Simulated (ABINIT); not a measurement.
# Hf2Pd2Se2Br2O3 (P-3m1) in ABINIT: convergence with k mesh

Aim: find how far k mesh must go before the results for Hf2Pd2Se2Br2O3 settle, at PBE. This setting moves, with any that are tied to it; all else stays.

Program: ABINIT 10.8.3 (patched build). These are calculated values, not measurements. Logs are shortened: lines on timing, memory, paths and dates and some standing lists are left out, and cuts for length are marked. The log counts tension as positive stress, the text compression.

### Step 1. The structure

It takes space group P-3m1 (No. 164, trigonal). The conventional cell has a = 3.726 Å, b = 3.726 Å, c = 17.009 Å, α = 90.00°, β = 90.00°, γ = 120.00°. Hf (site symmetry 3m) has 7 O at 2.15 to 2.43 Å as nearest neighbours. Pd (site symmetry 3m) has 3 Se at 2.51 Å and 3 Br at 2.70 Å as nearest neighbours. Around Se (site symmetry 3m) lie 3 Pd at 2.51 Å and 1 Hf at 2.73 Å. Br (site symmetry 3m) is surrounded by 3 Pd at 2.70 Å. O (site symmetry 3m) has 4 Hf at 2.15 to 2.37 Å as nearest neighbours. O (site symmetry -3m) is surrounded by 6 Hf at 2.43 Å and 6 O at 2.48 Å.

The cell was built by a generator and needn't be a form met in nature.

### Step 2. With k mesh 1 × 1 × 1

Input file run.abi:

```
# Pseudopotentials
pp_dirpath "./"
pseudos "Hf.GGA_PBE-ansatz_soft_1.xml, Pd.GGA_PBE-ansatz_soft_1.xml, Se.GGA_PBE-ansatz_soft_1.xml, Br.GGA_PBE-ansatz_soft_1.xml, O.GGA_PBE-ansatz_soft_1.xml"

# Structure
acell 3.72613 3.726124696 17.00867 Angstrom
rprim
     1.0000000000     0.0000000000     0.0000000000
    -0.4999993699     0.8660257676     0.0000000000
     0.0000000000     0.0000000000     1.0000000000
ntypat 5
znucl 72 46 34 35 8
natom 11
typat 1 1 2 2 3 3 4 4 5 5 5
xred
     0.6666700000     0.3333300000     0.9338500000
     0.3333300000     0.6666700000     0.0661500000
     0.0000000000     0.0000000000     0.3029800000
     0.0000000000     0.0000000000     0.6970200000
     0.3333300000     0.6666700000     0.2264900000
     0.6666700000     0.3333300000     0.7735100000
     0.6666700000     0.3333300000     0.3986200000
     0.3333300000     0.6666700000     0.6013800000
     0.3333300000     0.6666700000     0.9268900000
     0.6666700000     0.3333300000     0.0731100000
     0.0000000000     0.0000000000     0.0000000000

# Plane-wave basis
ecut 16.0
pawecutdg 32.0
pawxcdev 0
pawovlp 30

# k points
kptopt 1
ngkpt 1 1 1
nshiftk 1
shiftk 0.0 0.0 0.0

# Exchange and correlation
ixc 11

# Bands and occupations
nband 92
occopt 3
tsmear 0.05 eV

# SCF cycle
nstep 100
tolvrs 1.0e-9

# Output
iomode 3
prtwf 0
prtden 0
prteig 0
prtebands 0
enunit 1
```

Potentials or basis: Ansatz PAW PBE generated set soft_1, frozen core.

The run is started by

```console
$ abinit run.abi > log 2>&1
```

Wall time 3.2 min (1 thread of Arm Neoverse V1, shared host); peak memory 0.45 GiB.

Results (log left out):

* Free energy: -33178.3800 eV
* Pressure: 5.1 GPa
* Largest force: 2.466 eV/Å

### Step 3. With k mesh 2 × 2 × 1

run.abi, as its differences from that of step 2:

```diff
@@ -35,3 +35,3 @@
 kptopt 1
-ngkpt 1 1 1
+ngkpt 2 2 1
 nshiftk 1
```

Potentials or basis: Ansatz PAW PBE generated set soft_1, frozen core.

The run is started by

```console
$ mpirun --bind-to none -np 2 abinit run.abi > log 2>&1
```

Run time: 3 min. Hardware: 2 MPI ranks of Arm Neoverse V1, shared host; peak memory 0.72 GiB.

It converged, with:

```
Free energy            : -33186.5399 eV
Pressure               : 1.8 GPa
Largest force          : 0.424 eV/Å
Band gap on the k mesh : none (metal or under the smearing width)
```

### Step 4. With k mesh 3 × 3 × 1

run.abi, as its differences from that of step 3:

```diff
@@ -35,3 +35,3 @@
 kptopt 1
-ngkpt 2 2 1
+ngkpt 3 3 1
 nshiftk 1
```

The run is started by

```console
$ mpirun --bind-to none -np 3 abinit run.abi > log 2>&1
```

Run time: 3.9 min. Hardware: 3 MPI ranks of Arm Neoverse V1, shared host; peak memory 0.96 GiB.

Results (log left out):

* Free energy: -33187.7310 eV
* Pressure: 0.2 GPa
* Largest force: 0.348 eV/Å
* Band gap on the k mesh: none (metal or under the smearing width)

### Step 5. With k mesh 4 × 4 × 1

run.abi, as its differences from that of step 4:

```diff
@@ -35,3 +35,3 @@
 kptopt 1
-ngkpt 3 3 1
+ngkpt 4 4 1
 nshiftk 1
```

The run is started by

```console
$ mpirun --bind-to none -np 4 abinit run.abi > log 2>&1
```

It took 3.6 min on 4 MPI ranks of Arm Neoverse V1, shared host; peak memory 1.2 GiB.

It converged, with:

```yaml
Free_energy: -33187.7397 eV
Pressure: -0.3 GPa
Largest_force: 0.151 eV/Å
Band_gap_on_the_k_mesh: none (metal or under the smearing width)
```

### Step 6. With k mesh 5 × 5 × 1

run.abi, as its differences from that of step 5:

```diff
@@ -35,3 +35,3 @@
 kptopt 1
-ngkpt 4 4 1
+ngkpt 5 5 1
 nshiftk 1
```

Potentials or basis: Ansatz PAW PBE generated set soft_1, frozen core.

The run is started by

```console
$ mpirun --bind-to none -np 4 abinit run.abi > log 2>&1
```

Wall time 4.8 min (4 MPI ranks of Arm Neoverse V1, shared host); peak memory 1.2 GiB.

The run converged. Its results:

* Free energy: -33187.5709 eV
* Pressure: -0.1 GPa
* Largest force: 0.132 eV/Å
* Band gap on the k mesh: none (metal or under the smearing width)

### Step 7. With k mesh 6 × 6 × 1

run.abi, as its differences from that of step 6:

```diff
@@ -35,3 +35,3 @@
 kptopt 1
-ngkpt 5 5 1
+ngkpt 6 6 1
 nshiftk 1
```

The run is started by

```console
$ mpirun --bind-to none -np 4 abinit run.abi > log 2>&1
```

Run time: 6.2 min. Hardware: 4 MPI ranks of Arm Neoverse V1, shared host; peak memory 1.2 GiB.

Results (log left out):

* Free energy: -33187.5473 eV
* Pressure: 0.0 GPa
* Largest force: 0.056 eV/Å
* Band gap on the k mesh: none (metal or under the smearing width)

### Step 8. With k mesh 8 × 8 × 1

run.abi, as its differences from that of step 7:

```diff
@@ -35,3 +35,3 @@
 kptopt 1
-ngkpt 6 6 1
+ngkpt 8 8 1
 nshiftk 1
```

The run is started by

```console
$ mpirun --bind-to none -np 4 abinit run.abi > log 2>&1
```

Run time: 7.8 min. Hardware: 4 MPI ranks of Arm Neoverse V1, shared host; peak memory 1.3 GiB.

The run converged. Its results:

* Free energy: -33187.5648 eV
* Pressure: -0.1 GPa
* Largest force: 0.025 eV/Å
* Band gap on the k mesh: none (metal or under the smearing width)

### Step 9. With k mesh 9 × 9 × 2

run.abi, as its differences from that of step 8:

```diff
@@ -35,3 +35,3 @@
 kptopt 1
-ngkpt 8 8 1
+ngkpt 9 9 2
 nshiftk 1
```

Potentials or basis: Ansatz PAW PBE generated set soft_1, frozen core.

The run is started by

```console
$ mpirun --bind-to none -np 4 abinit run.abi > log 2>&1
```

run.abo:

```text
[... set-up lines left out ...]
 ETOT  1  -1207.5054211994    -1.208E+03 1.233E+01 2.728E+02
 ETOT  2  -1221.6153658847    -1.411E+01 4.975E-01 3.868E+02
 ETOT  3  -1219.9735817408     1.642E+00 3.425E-01 8.515E+01
 ETOT  4  -1219.6567495069     3.168E-01 1.934E-01 1.148E+01
 ETOT  5  -1219.6641827943    -7.433E-03 1.074E-01 1.087E+01
 ETOT  6  -1219.6282280819     3.595E-02 1.361E-01 2.729E+00
 ETOT  7  -1219.6222973201     5.931E-03 6.087E-02 8.260E-01
 ETOT  8  -1219.6211066131     1.191E-03 4.469E-02 2.754E-01
 ETOT  9  -1219.6210083560     9.826E-05 4.454E-02 1.585E-01
 ETOT 10  -1219.6203637349     6.446E-04 2.459E-02 5.446E-03
 ETOT 11  -1219.6203877509    -2.402E-05 2.698E-02 1.287E-03
 ETOT 12  -1219.6203886224    -8.714E-07 1.134E-02 2.566E-04
 ETOT 13  -1219.6203886758    -5.346E-08 1.170E-02 1.780E-04
 ETOT 14  -1219.6203886632     1.263E-08 7.265E-03 5.671E-05
 ETOT 15  -1219.6203885737     8.952E-08 6.396E-03 3.080E-05
 ETOT 16  -1219.6203886488    -7.516E-08 8.033E-03 7.656E-06
 ETOT 17  -1219.6203886766    -2.778E-08 6.480E-03 2.068E-06
 ETOT 18  -1219.6203886900    -1.343E-08 7.688E-03 1.952E-07
 ETOT 19  -1219.6203886933    -3.204E-09 5.778E-03 8.877E-08
 ETOT 20  -1219.6203886937    -4.977E-10 6.571E-03 1.711E-08
 ETOT 21  -1219.6203886940    -2.110E-10 4.711E-03 3.558E-09
 ETOT 22  -1219.6203886940    -3.615E-11 5.234E-03 1.026E-09
 ETOT 23  -1219.6203886940     7.731E-12 3.654E-03 1.153E-10

 At SCF step   23       nres2   =  1.15E-10 < tolvrs=  1.00E-09 =>converged.

 Cartesian components of stress tensor (hartree/bohr^3)
  sigma(1 1)=  1.64395491E-06  sigma(3 2)= -5.77853368E-09
  sigma(2 2)=  1.63229227E-06  sigma(3 1)=  1.00087150E-08
  sigma(3 3)=  4.18634998E-06  sigma(2 1)= -1.01001347E-08

--- !ResultsGS
iteration_state: {dtset: 1, }
comment   : Summary of ground state results
lattice_vectors:
- [  7.0413602,   0.0000029,   0.0000000, ]
- [ -3.5206782,   6.0979979,   0.0000000, ]
- [  0.0000000,   0.0000000,  32.1417281, ]
lattice_lengths: [   7.04136,    7.04136,   32.14173, ]
lattice_angles: [ 90.000,  90.000, 120.000, ] # degrees, (23, 13, 12)
lattice_volume:   1.3801083E+03
convergence: {deltae:  7.731E-12, res2:  1.153E-10, residm:  3.654E-03, diffor: null, }
etotal    :  -1.21962039E+03
entropy   :   0.00000000E+00
fermie    :   1.62524481E-01
cartesian_stress_tensor: # hartree/bohr^3
- [  1.64395491E-06,  -1.01001347E-08,   1.00087150E-08, ]
- [ -1.01001347E-08,   1.63229227E-06,  -5.77853368E-09, ]
- [  1.00087150E-08,  -5.77853368E-09,   4.18634998E-06, ]
pressure_GPa:  -7.3186E-02
xred      :
- [  6.6667E-01,   3.3333E-01,   9.3385E-01, Hf]
- [  3.3333E-01,   6.6667E-01,   6.6150E-02, Hf]
- [  0.0000E+00,   0.0000E+00,   3.0298E-01, Pd]
- [  0.0000E+00,   0.0000E+00,   6.9702E-01, Pd]
- [  3.3333E-01,   6.6667E-01,   2.2649E-01, Se]
- [  6.6667E-01,   3.3333E-01,   7.7351E-01, Se]
- [  6.6667E-01,   3.3333E-01,   3.9862E-01, Br]
- [  3.3333E-01,   6.6667E-01,   6.0138E-01, Br]
- [  3.3333E-01,   6.6667E-01,   9.2689E-01,  O]
- [  6.6667E-01,   3.3333E-01,   7.3110E-02,  O]
- [  0.0000E+00,   0.0000E+00,   0.0000E+00,  O]
cartesian_forces: # hartree/bohr
- [ -5.33278139E-06,   3.07888244E-06,   7.08493691E-04, ]
- [  5.33278139E-06,  -3.07888244E-06,  -7.08493691E-04, ]
[... 117 lines left out ...]
iteration_state     : {dtset: 1, }
comment             : Components of total free energy in Hartree
kinetic             :  9.89452070297335E+01
hartree             :  9.46209337618563E+02
xc                  : -5.82263304962821E+01
Ewald energy        : -1.90932886534965E+02
psp_core            :  3.68687055042586E+01
local_psp           : -1.99529341447102E+03
PAW spherical_terms : -5.71879643589778E+01
internal            : -1.21961734570869E+03
'-kT*entropy'       : -3.04271267994297E-03
total_energy        : -1.21962038842137E+03
total_energy_eV     : -3.31875614628074E+04
...

--- !EnergyTermsDC
iteration_state     : {dtset: 1, }
comment             : '"Double-counting" decomposition of free energy'
band_energy         : -9.93532222638143E+01
Ewald energy        : -1.90932886534965E+02
psp_core            :  3.68687055042586E+01
xc_dc               : -9.48311619400825E+02
PAW spherical_terms : -1.78883232859616E+01
internal            : -1.21961734598131E+03
'-kT*entropy'       : -3.04271267994297E-03
total_energy_dc     : -1.21962038869399E+03
total_energy_dc_eV  : -3.31875614702256E+04
...

--- !EnergyTermsWithPAWCore
iteration_state     : {dtset: 1, }
comment             : 'Components of total free energy, including PAW core contributions'
Total energy        : -4.76112464780778E+04
Total energy DC     : -4.76112464783504E+04
Total energy (eV)   : -1.29556801756758E+06
Total energy DC (eV): -1.29556801757500E+06
...

 Cartesian components of stress tensor (hartree/bohr^3)
  sigma(1 1)=  1.64395491E-06  sigma(3 2)= -5.77853368E-09
  sigma(2 2)=  1.63229227E-06  sigma(3 1)=  1.00087150E-08
  sigma(3 3)=  4.18634998E-06  sigma(2 1)= -1.01001347E-08

-Cartesian components of stress tensor (GPa)         [Pressure= -7.3186E-02 GPa]
- sigma(1 1)=  4.83668233E-02  sigma(3 2)= -1.70010330E-04
- sigma(2 2)=  4.80236967E-02  sigma(3 1)=  2.94466562E-04
- sigma(3 3)=  1.23166669E-01  sigma(2 1)= -2.97156222E-04

== END DATASET(S) ==============================================================
================================================================================

 -outvars: echo values of variables after computation  --------
            acell      7.0413601981E+00  7.0413601981E+00  3.2141728066E+01 Bohr
           etotal     -1.2196203887E+03
            fcart     -5.3327813903E-06  3.0788824362E-06  7.0849369117E-04
                       5.3327813903E-06 -3.0788824362E-06 -7.0849369117E-04
                      -1.3975897394E-06  8.0689872447E-07 -7.8507860500E-05
                       1.3975897394E-06 -8.0689872447E-07  7.8507860500E-05
                       1.6193574415E-06 -9.3493635305E-07  2.8716245125E-05
                      -1.6193574415E-06  9.3493635305E-07 -2.8716245125E-05
                       1.1271922346E-07 -6.5078466925E-08  1.8500708963E-05
                      -1.1271922346E-07  6.5078466925E-08 -1.8500708963E-05
                       7.8084392215E-06 -4.5082039960E-06 -3.5210781140E-04
                      -7.8084392215E-06  4.5082039960E-06  3.5210781140E-04
                       1.5400599041E-22  2.3100898561E-22 -0.0000000000E+00
            rprim      1.0000000000E+00  4.1091180331E-07  0.0000000000E+00
                      -4.9999972575E-01  8.6602556212E-01  0.0000000000E+00
                       0.0000000000E+00  0.0000000000E+00  1.0000000000E+00
           strten      1.6439549085E-06  1.6322922750E-06  4.1863499761E-06
                      -5.7785336815E-09  1.0008715019E-08 -1.0100134686E-08
           xangst      1.8630826453E+00  1.0756307747E+00  1.5883546479E+01
                      -1.7949367614E-05  2.1512922875E+00  1.1251235205E+00
                       0.0000000000E+00  0.0000000000E+00  5.1532868366E+00
                       0.0000000000E+00  0.0000000000E+00  1.1855383163E+01
                      -1.7949367614E-05  2.1512922875E+00  3.8522936683E+00
                       1.8630826453E+00  1.0756307747E+00  1.3156376332E+01
                       1.8630826453E+00  1.0756307747E+00  6.7799960354E+00
                      -1.7949367614E-05  2.1512922875E+00  1.0228673965E+01
                      -1.7949367614E-05  2.1512922875E+00  1.5765166136E+01
                       1.8630826453E+00  1.0756307747E+00  1.2435038637E+00
                       0.0000000000E+00  0.0000000000E+00  0.0000000000E+00
             xred      6.6667000000E-01  3.3333000000E-01  9.3385000000E-01
                       3.3333000000E-01  6.6667000000E-01  6.6150000000E-02
                       0.0000000000E+00  0.0000000000E+00  3.0298000000E-01
                       0.0000000000E+00  0.0000000000E+00  6.9702000000E-01
                       3.3333000000E-01  6.6667000000E-01  2.2649000000E-01
                       6.6667000000E-01  3.3333000000E-01  7.7351000000E-01
                       6.6667000000E-01  3.3333000000E-01  3.9862000000E-01
                       3.3333000000E-01  6.6667000000E-01  6.0138000000E-01
                       3.3333000000E-01  6.6667000000E-01  9.2689000000E-01
                       6.6667000000E-01  3.3333000000E-01  7.3110000000E-02
                       0.0000000000E+00  0.0000000000E+00  0.0000000000E+00
 Calculation completed.
```

Wall time 17 min (4 MPI ranks of Arm Neoverse V1, shared host); peak memory 1.6 GiB.

What came out:

| Quantity | Value |
| --- | --- |
| Free energy | -33187.5615 eV |
| Pressure | -0.1 GPa |
| Largest force | 0.036 eV/Å |
| Band gap on the k mesh | none (metal or under the smearing width) |

### Step 10. Summary

```csv
k mesh,"energy less the tightest run, at zero smearing (meV/atom)",pressure (GPa),largest force (eV/Å),SCF cycles,CPU time (s)
1 × 1 × 1,836.06,5.09,2.466,22,190
2 × 2 × 1,95.33,1.85,0.424,22,360
3 × 3 × 1,-15.81,0.20,0.348,22,710
4 × 4 × 1,-17.85,-0.34,0.151,22,860
5 × 5 × 1,-0.58,-0.08,0.132,22,1200
6 × 6 × 1,1.66,-0.04,0.056,23,1500
8 × 8 × 1,-0.36,-0.05,0.025,22,1900
9 × 9 × 2,0.00,-0.07,0.036,23,4000
```

Against the tightest run, the energy stays within 1 meV/atom from 8 × 8 × 1 on; the pressure stays within 0.1 GPa from 5 × 5 × 1 on. Not settled before the last step: the largest force (to 0.005 eV/Å). Meshes of other sizes hit other points, so gaps and Fermi surfaces needn't settle smoothly. The tightest run that finished is the yardstick and may itself not be fully converged.

Caveats: this functional lacks dispersion, which binds the layers, so the pressure and a relaxed spacing across them are unreliable; the atomic spheres overlap.
